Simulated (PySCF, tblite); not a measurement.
# C₇H₁₀F₂O₂: geometry, infrared bands and NMR shifts

Wanted: the infrared bands and NMR shifts of C₇H₁₀F₂O₂ (`CCO[C@@H]1C=C(C(F)F)OC1`), by calculation.

The runs use tblite 0.8.0 and PySCF 2.14.0, with density-fitted response routines of our own; the level of theory stands in each step. All values are computed, except where a source is named. Atoms count from 0, in the outputs and in this text.

## (1) The molecule as given

21 atoms, charge 0, multiplicity 1; geometry from: force field or distance geometry start.

Bonds of the start (Å): C0–C1 1.50, C1–O2 1.42, O2–C3 1.42, C3–C4 1.49, C4–C5 1.33, C5–C6 1.50, C6–F7 1.37, C6–F8 1.36, C5–O9 1.39, O9–C10 1.45, C10–C3 1.52, C0–H11 1.10, C0–H12 1.09, C0–H13 1.09, C1–H14 1.09, C1–H15 1.12, C3–H16 1.10, C4–H17 1.07, C6–H18 1.09, C10–H19 1.09, C10–H20 1.09.

## (2) Relaxing the molecule with GFN2-xTB

What the job is given:

```
{"job": {"kind": "relax", "xc": "GFN2-xTB", "basis": "xTB"}, "charge": 0, "multiplicity": 1}
C     -3.234000     0.395500     0.980600
C     -2.104300    -0.524100     0.608400
O     -1.181400     0.183000    -0.212500
C     -0.062500    -0.585900    -0.611500
C      0.999300    -0.485500     0.428900
C      1.995900     0.265400    -0.045400
C      3.248900     0.676600     0.671800
F      3.247400     0.256000     1.975100
F      4.350800     0.104700     0.105100
O      1.805500     0.758000    -1.331000
C      0.637300     0.046700    -1.808400
H     -3.973700    -0.113800     1.621800
H     -3.757000     0.755900     0.090000
H     -2.864700     1.282600     1.504400
H     -2.489900    -1.391300     0.080800
H     -1.596000    -0.864700     1.541100
H     -0.352700    -1.619900    -0.831500
H      0.957100    -0.926700     1.407500
H      3.373400     1.762800     0.677900
H      0.003200     0.753900    -2.340000
H      0.988200    -0.712100    -2.503200
```

The run is started by

```console
OMP_NUM_THREADS=1 python probes_run.py task.json out
```

One launch serves the whole session: the jobs run in the order shown.

**Question.** This job is followed by: GFN2-xTB harmonic vibrations, gas phase; GIAO PBE0/pcSseg-1 NMR shielding, non-relativistic, gas phase. Predict these results of the whole session: strongest single infrared mode (GFN2-xTB); zero-point energy (GFN2-xTB); ¹³C shifts against TMS (PBE0/pcSseg-1); ¹H shifts against TMS (PBE0/pcSseg-1, means over atoms taken as alike); ¹⁷O shifts against H2O (PBE0/pcSseg-1); ¹⁹F shifts against CFCl3 (PBE0/pcSseg-1); surface potential, 1st and 99th percentile.

The runs gave:

```
                                                              quantity                                               value
                             strongest single infrared mode (GFN2-xTB)                               1016 cm⁻¹, 188 km/mol
                                          zero-point energy (GFN2-xTB)                                      101.1 kcal/mol
                                ¹³C shifts against TMS (PBE0/pcSseg-1)     167.7, 116.1, 105.0, 87.7, 79.5, 67.8, 18.1 ppm
¹H shifts against TMS (PBE0/pcSseg-1, means over atoms taken as alike)  6.39, 6.07, 5.10, 4.67, 4.51, 3.90, 3.36, 1.31 ppm
                                ¹⁷O shifts against H2O (PBE0/pcSseg-1)                                     140.4, 89.0 ppm
                              ¹⁹F shifts against CFCl3 (PBE0/pcSseg-1)                                  -125.9, -132.9 ppm
                                 surface potential, 1st and 99th percentile                                  -1.12 V and 1.05 V
```

**Reading.** Over 94 steps the energy fell by 0.166 eV; of the close pairs, C5–O9 changed most, 1.390 to 1.359 Å. All 57 modes are real, so the xTB geometry is a minimum. The strongest single mode, at 1016 cm⁻¹, moves mainly C6. Unscaled tight-binding wavenumbers are off by several per cent, some by more. Its intensities can rank the bands wrongly. The most deshielded carbon is C5 (alkene carbon bearing oxygen), at 167.7 ppm: an sp2 carbon further deshielded by the attached heteroatom. H18 (hydrogen on an allylic sp3 CH bonded to 2 F) lies farthest downfield among hydrogen, at 6.39 ppm; its carbon carries F, hence the downfield position.
